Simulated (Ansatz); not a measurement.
**CH₄BNO: up Jacob's ladder to CCSD(T)**

Aim: compute CH₄BNO with functionals from several rungs and with coupled cluster, and see how far each lands from CCSD(T) at the basis-set limit for the atomisation energy.

The runs use Ansatz 0.2.0, Gaussian basis; functionals in def2-TZVPP, the program's frozen cores in correlated methods.

The runs, in order: LDA (SPW92), PBE-D4, revPBE-D4, BLYP-D4, r2SCAN-D4, B97M-V, PBE0-D4, B3LYP-D4, r2SCANh-D4, r2SCAN0-D4, HSE06-D4, BHLYP-D4, CAM-B3LYP-D4, LC-ωPBE, ωB97X-V, ωB97M-V, B2PLYP, PBE-QIDH; CCSD(T)/def2-SVP; CCSD(T)/def2-TZVPP; MP2/def2-QZVPP; extrapolation to the limit; RPA on PBE.

### 1 The relaxed structure

All runs share one geometry, relaxed beforehand with PBE0-D4 in a triple-zeta def2 set.

SMILES `B1NCO1`, 8 atoms, charge 0, spin multiplicity 1.

Atoms are counted from 1 here; the program's logs count them from 0.

Bond lengths: B1–N2 1.407 Å, B1–O4 1.398 Å, B1–H5 1.188 Å, N2–C3 1.446 Å, N2–H6 1.000 Å, C3–O4 1.433 Å, C3–H7 1.095 Å, C3–H8 1.095 Å. Angles: N2–B1–O4 94.9°, N2–B1–H5 136.3°, O4–B1–H5 128.8°, B1–N2–C3 86.3°, B1–N2–H6 144.1°, C3–N2–H6 129.6°, N2–C3–O4 91.7°, N2–C3–H7 115.2°, N2–C3–H8 115.2°, O4–C3–H7 111.3°, O4–C3–H8 111.3°, H7–C3–H8 110.7°, B1–O4–C3 87.1°.

Geometry (Å):

```xyz
8
CH4BNO
B    -0.5377    0.6818   -0.7180
N    -0.0059    0.5702    0.5797
C     0.3998   -0.7639    0.1965
O    -0.1557   -0.6037   -1.1144
H    -1.1141    1.5129   -1.3421
H     0.1178    1.0491    1.4490
H    -0.0932   -1.5756    0.7408
H     1.4813   -0.9277    0.1527
```

### 2 LDA

This LDA is Slater exchange with PW92 correlation.

Input file in.yaml:

```yaml
crystal:
  periodic: [false, false, false]
  atoms:
    - {symbol: B, position_ang: [-0.537680, 0.681787, -0.717999]}
    - {symbol: N, position_ang: [-0.005943, 0.570207, 0.579730]}
    - {symbol: C, position_ang: [0.399850, -0.763919, 0.196457]}
    - {symbol: O, position_ang: [-0.155680, -0.603671, -1.114450]}
    - {symbol: H, position_ang: [-1.114084, 1.512858, -1.342060]}
    - {symbol: H, position_ang: [0.117805, 1.049084, 1.448959]}
    - {symbol: H, position_ang: [-0.093240, -1.575607, 0.740752]}
    - {symbol: H, position_ang: [1.481272, -0.927738, 0.152709]}
basis:
  gaussian: {orbitals: def2-TZVPP}
hamiltonian: {xc: lda}
output: {orbitals: {seedname: orbitals}}
```

Launch:

```bash
$ ansatz run in.yaml --threads 2 --pin off --events-out ev --progress --plain --max-ram 4352MiB
```

The runs that follow: PBE-D4 (GGA); revPBE-D4 (GGA); BLYP-D4 (GGA); r2SCAN-D4 (meta-GGA); B97M-V (meta-GGA); PBE0-D4 (hybrid); B3LYP-D4 (hybrid); r2SCANh-D4 (hybrid); r2SCAN0-D4 (hybrid); HSE06-D4 (hybrid); BHLYP-D4 (hybrid); CAM-B3LYP-D4 (range-separated); LC-ωPBE (range-separated); ωB97X-V (range-separated); ωB97M-V (range-separated); B2PLYP (double hybrid); PBE-QIDH (double hybrid); CCSD(T) in def2-SVP; CCSD(T) in def2-TZVPP; MP2 in def2-QZVPP; RPA on PBE orbitals.

Before running them: what should the planned runs give, taken together? Wanted: atomisation energy, CCSD(T)/CBS; farthest beyond LDA; mean size of error, GGA; mean size of error, meta-GGA; mean size of error, hybrid; mean size of error, range-separated; mean size of error, double hybrid; gap, smallest and largest; T1 diagnostic.

As calculated:

```
                               quantity                                  value
        atomisation energy, CCSD(T)/CBS                         769.4 kcal/mol
functionals within 3.8 kcal/mol (0.5 %)   B97M-V, r2SCANh-D4, B2PLYP, PBE-QIDH
                    farthest beyond LDA                PBE-D4 (+28.0 kcal/mol)
                mean size of error, GGA                          13.2 kcal/mol
           mean size of error, meta-GGA                           4.1 kcal/mol
             mean size of error, hybrid                           9.7 kcal/mol
    mean size of error, range-separated                           7.7 kcal/mol
      mean size of error, double hybrid                           2.1 kcal/mol
              gap, smallest and largest  6.14 eV (BLYP-D4), 13.51 eV (LC-ωPBE)
                          T1 diagnostic                                 0.0138
triples share of the correlation energy                                  3.9 %
```

**Reading.** The LDA atomisation energy is off by 131.2 kcal/mol (17 %): it overbinds. PBE-D4 is off by +28.0 kcal/mol. Double hybrids carry the basis error of their MP2 part in triple zeta, and no dispersion term here, so their miss is partly the set-up's. By mean error the best rung here is double hybrid (2.1 kcal/mol) and the worst beyond LDA is GGA (13.2 kcal/mol). Misses under about 3.8 kcal/mol are within the doubt on the reference itself, which lacks core-valence correlation, relativity and higher excitations. Hartree-Fock recovers 71 % of the binding; the rest is correlation. CCSD(T) in def2-SVP is off by -38.8 kcal/mol, more than most functionals: a good method in a small basis is no reference. Orbital gaps span 6.1 to 13.5 eV; exact exchange widens them.
